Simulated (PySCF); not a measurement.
# CuF₃: relaxation and vibrations of the singlet

The task is one start of a wider search on CuF₃: the singlet, from a T-shaped start. It is relaxed, tested by its Hessian and followed downhill if it is a saddle.

Computed with PySCF 2.14.0. Level: PBE0, basis Cu def2-TZVP, F def2-TZVP, no relativity, density fitting.

## Step 1: Where the work starts

4 atoms, charge 0, spin multiplicity 1.

Bond lengths: Cu1–F2 1.760 Å, Cu1–F3 1.760 Å, Cu1–F4 1.760 Å. Angles: F2–Cu1–F3 88.0°, F2–Cu1–F4 88.0°, F3–Cu1–F4 176.0°.

```xyz
4
charge 0 multiplicity 1
Cu    0.0000    0.0000    0.0000
F     0.0000    0.0000    1.7600
F     1.7589    0.0000    0.0614
F    -1.7589    0.0000    0.0614
```

## Step 2: Finding the electronic state

The steps below are one call of a driver around PySCF. For each, scf.py gives the equivalent set-up of the SCF; relaxations use the driver's own optimiser. After this first run the driver tries any further starts and a stability analysis.

scf.py reads:

```python
from pyscf import gto, scf, dft
mol = gto.M(atom='''
Cu     0.000000     0.000000     0.000000
F      0.000000     0.000000     1.760000
F      1.758900     0.000000     0.061400
F     -1.758900     0.000000     0.061400''',
    basis={'Cu': 'def2-TZVP', 'F': 'def2-TZVP'},
    charge=0, spin=0)
mf = dft.RKS(mol, xc='PBE0')
mf.grids.atom_grid = (50, 194)
aux = {'Cu': 'def2-universal-JKFIT', 'F': 'def2-universal-JKFIT'}
mf = mf.density_fit(auxbasis=aux)
mf.conv_tol = 1e-08
mf.diis_space = 10
mf.max_cycle = 60
mf.init_guess = 'minao'
mf.verbose = 4
mf.kernel()
```

Command:

```
$ OMP_NUM_THREADS=4 python axn.py task.json out
```

Standard output, shortened:

```text
[... the frontier levels of the middle cycles are left out ...]
init E= -1939.14693476864
  HOMO = -0.0991083154141719  LUMO = -0.0718264295658436  gap/eV = 0.74238
cycle= 1 E= -1936.78965128714  delta_E= 2.36  |g|= 5.12  |ddm|= 1.97
  HOMO = -0.267031854815857  LUMO = -0.255166892820156  gap/eV = 0.32286
cycle= 2 E= -1925.32855579217  delta_E= 11.5  |g|= 11.1  |ddm|= 8.51
  HOMO = -0.509582684354295  LUMO = -0.506126380734902  gap/eV = 0.09405
cycle= 3 E= -1938.22275751744  delta_E= -12.9  |g|= 3.42  |ddm|= 7.41
cycle= 4 E= -1937.52375005483  delta_E= 0.699  |g|= 2.89  |ddm|= 1.95
cycle= 5 E= -1939.38052370982  delta_E= -1.86  |g|=  1.2  |ddm|= 2.15
cycle= 6 E= -1939.48726987328  delta_E= -0.107  |g|= 0.811  |ddm|= 0.474
cycle= 7 E= -1939.56628058737  delta_E= -0.079  |g|= 0.119  |ddm|= 0.308
cycle= 8 E= -1939.56741059107  delta_E= -0.00113  |g|= 0.0524  |ddm|= 0.0559
cycle= 9 E= -1939.56777889754  delta_E= -0.000368  |g|= 0.0327  |ddm|= 0.0488
cycle= 10 E= -1939.56794879498  delta_E= -0.00017  |g|= 0.00293  |ddm|= 0.0166
cycle= 11 E= -1939.56795028083  delta_E= -1.49e-06  |g|= 0.00179  |ddm|= 0.00256
cycle= 12 E= -1939.56795070497  delta_E= -4.24e-07  |g|= 0.000255  |ddm|= 0.00082
cycle= 13 E= -1939.56795072215  delta_E= -1.72e-08  |g|= 0.000108  |ddm|= 0.000317
cycle= 14 E= -1939.56795072402  delta_E= -1.87e-09  |g|= 2.21e-05  |ddm|= 8.52e-05
  HOMO = -0.404864357170682  LUMO = -0.274573845153938  gap/eV = 3.54539
Extra cycle  E= -1939.56795072331  delta_E= 7.1e-10  |g|= 8.34e-05  |ddm|= 5.06e-05
converged SCF energy = -1939.56795072331
```

This step, with its further starts and checks, ran for 13 s (4 threads of Arm Neoverse V2, shared host).

The starts that the driver tried:

```tsv
start	energy (Eh)
the minimal-basis guess	-1939.567951
a thermally smeared density	-1939.567951
a smeared PBE density	-1939.567951
```

No lower closed-shell solution turned up from the other starts or in the test of internal stability.

## Step 3: Relaxing the singlet from the T-shaped start

The program finds C2v symmetry in the start, which this walk keeps. Threshold on the gradient: 0.0003 Eh/bohr, with a further test on the energy change.

Changes to scf.py since step 2:

```diff
@@ -3,4 +3,4 @@
-Cu     0.000000     0.000000     0.000000
-F      0.000000     0.000000     1.760000
-F      1.758900     0.000000     0.061400
-F     -1.758900     0.000000     0.061400''',
+Cu     0.000000     0.000000    -0.298272
+F      0.000000     0.000000     1.461728
+F      1.758900     0.000000    -0.236872
+F     -1.758900     0.000000    -0.236872''',
@@ -16 +15,0 @@
-mf.init_guess = 'minao'
```

The optimiser's trace:

```tsv
step	energy (Eh)	change (kJ/mol)	largest symmetric gradient (Eh/bohr)
0	-1939.567951	0.00	0.05081
1	-1939.578503	-27.71	0.02011
2	-1939.581366	-35.22	0.00408
3	-1939.581527	-35.64	0.00079
4	-1939.581531	-35.65	0.00011
5	-1939.581531	-35.65	0.00000
```

The walk took 12 s.

Geometry (Å) and forces (eV/Å) at some steps:

```
step 0
Cu   0.000   0.000  -0.298   0.000   0.000   2.613
F    0.000   0.000   1.462   0.000   0.000  -0.935
F    1.759   0.000  -0.237  -1.248   0.000  -0.839
F   -1.759   0.000  -0.237   1.248   0.000  -0.839
step 1
Cu   0.000   0.000  -0.214   0.000   0.000   1.034
F    0.000   0.000   1.503   0.000   0.000  -0.226
F    1.715   0.000  -0.300  -0.542   0.000  -0.404
F   -1.715   0.000  -0.300   0.542   0.000  -0.404
step 3
Cu   0.000   0.000  -0.133   0.000   0.000  -0.019
F    0.000   0.000   1.569   0.000   0.000   0.029
F    1.680   0.000  -0.373  -0.041   0.000  -0.005
F   -1.680   0.000  -0.373   0.041   0.000  -0.004
step 5
Cu   0.000   0.000  -0.131   0.000   0.000   0.000
F    0.000   0.000   1.571   0.000   0.000   0.000
F    1.678   0.000  -0.375   0.000   0.000   0.000
F   -1.678   0.000  -0.375   0.000   0.000   0.000
```

It settles in C2v symmetry, 35.7 kJ/mol below the start, after 5 steps: Cu–F 1.695 Å (×2), Cu–F 1.702 Å; F–Cu–F 98.3° (×2), F–Cu–F 163.4°.

## Step 4: Frequencies

On the finer grid the gradient is checked again; gradients at displacements of ±0.02 bohr then give force constants and infrared intensities.

Changes to scf.py since step 3:

```diff
@@ -3,4 +3,4 @@
-Cu     0.000000     0.000000    -0.298272
-F      0.000000     0.000000     1.461728
-F      1.758900     0.000000    -0.236872
-F     -1.758900     0.000000    -0.236872''',
+Cu     0.000000     0.000000    -0.193304
+F      0.000000     0.000000     1.509585
+F      1.678008     0.000000    -0.435727
+F     -1.678008     0.000000    -0.435727''',
@@ -10 +10 @@
-mf.grids.atom_grid = (50, 194)
+mf.grids.atom_grid = (75, 302)
@@ -13 +13 @@
-mf.conv_tol = 1e-08
+mf.conv_tol = 1e-10
```

The driver hands on the density of the step before, so the log starts near convergence.

SCF at the final geometry:

```text
init E= -1939.58141534107
  HOMO = -0.416258561857372  LUMO = -0.269352315565271  gap/eV = 3.99752
cycle= 1 E= -1939.58141534041  delta_E= 6.64e-10  |g|= 6.68e-05  |ddm|= 4.53e-05
  HOMO = -0.416257185940809  LUMO = -0.269354077140306  gap/eV = 3.99744
cycle= 2 E= -1939.58141533519  delta_E= 5.21e-09  |g|= 0.000187  |ddm|= 0.000126
  HOMO = -0.416257636210346  LUMO = -0.269352183470517  gap/eV = 3.99750
cycle= 3 E= -1939.58141534116  delta_E= -5.96e-09  |g|= 1.11e-05  |ddm|= 9.23e-05
  HOMO = -0.416257959187151  LUMO = -0.269352580326263  gap/eV = 3.99750
cycle= 4 E= -1939.58141534117  delta_E= -1.36e-11  |g|= 1.17e-06  |ddm|= 3.79e-06
  HOMO = -0.416258121695669  LUMO = -0.26935254526348  gap/eV = 3.99750
Extra cycle  E= -1939.58141534116  delta_E= 1e-11  |g|= 3.79e-06  |ddm|= 1.75e-06
converged SCF energy = -1939.58141534116
```

The whole step took 48 s.

Geometry: C2v; Cu–F 1.695 Å (×2), Cu–F 1.703 Å; F–Cu–F 98.2° (×2), F–Cu–F 163.6°.

Modes, for the most abundant isotopes:

```tsv
symmetry	ω (cm⁻¹)	IR (km/mol)	μ (u)	type
b2	207	0.0	20.06	bend
b1	230	32.8	27.17	bend
a1	231	14.6	22.60	bend
a1	629	2.5	19.08	stretch
a1	666	25.6	22.84	stretch
b2	779	126	25.97	stretch
```

Every mode is real; the point is a minimum.

Constants and moments:

```
Dipole moment                                                   : 1.87 D
Highest occupied level                                          : -11.33 eV
Lowest empty level                                              : -7.33 eV
Rotational constants                                            : 0.3189, 0.1576, 0.1055 cm⁻¹
Zero-point energy                                               : 16.4 kJ/mol
Principal polarisabilities                                      : 14.2, 27.9, 41.3 bohr³
Atomisation energy without zero-point energy                    : 810 kJ/mol
Principal traceless quadrupole moments about the centre of mass : -8.13, 2.16, 5.97 D Å
Entropy at 298.15 K and 1 bar                                   : 296.8 J/(mol K)
Heat capacity Cp at 298.15 K                                    : 66.6 J/(mol K)
Enthalpy at 298.15 K above 0 K                                  : 15.00 kJ/mol
Rotational symmetry number                                      : 2
```

Charges (e) and bond orders:

| atom | Mulliken | Löwdin | polar tensor | Mayer order to Cu1 |
| --- | --- | --- | --- | --- |
| Cu1 | 1.06 | 0.55 | 1.32 | – |
| F2 | -0.30 | -0.14 | -0.29 | 0.90 |
| F3,4 | -0.38 | -0.20 | -0.51 | 0.81 |

Mulliken populations on Cu1: s 6.37, p 12.35, d 9.21, f 0.00.

## Step 5: Stability of the closed shell

At the lowest minimum the closed shell is tested against spin polarisation, on the (50, 194) grid. It is stable.

## Step 6: What came out

| quantity | value |
| --- | --- |
| minimum | singlet, C2v |
| geometry | Cu–F 1.695 Å (×2), Cu–F 1.703 Å; F–Cu–F 98.2° (×2), F–Cu–F 163.6° |
| wavenumbers (cm⁻¹) | 207 (b2), 230 (b1), 231 (a1), 629 (a1), 666 (a1), 779 (b2) |
| dipole moment | 1.87 D |
| highest occupied, lowest empty level | -11.33, -7.33 eV |
| polar-tensor charge of Cu1 | +1.32 e |
| zero-point energy | 16.4 kJ/mol |
| entropy at 298.15 K | 296.8 J/(mol K) |
| atomisation energy (no zero-point energy) | 810 kJ/mol |

**Reading.** The T-shaped start keeps its C2v symmetry and ends in a minimum. The strongest infrared band lies at 779 cm⁻¹ (b2, stretch). Only this shape and spin were tried, so other structures or states may lie lower.

The search up to here ran for 76 s (4 threads of Arm Neoverse V2, shared host).
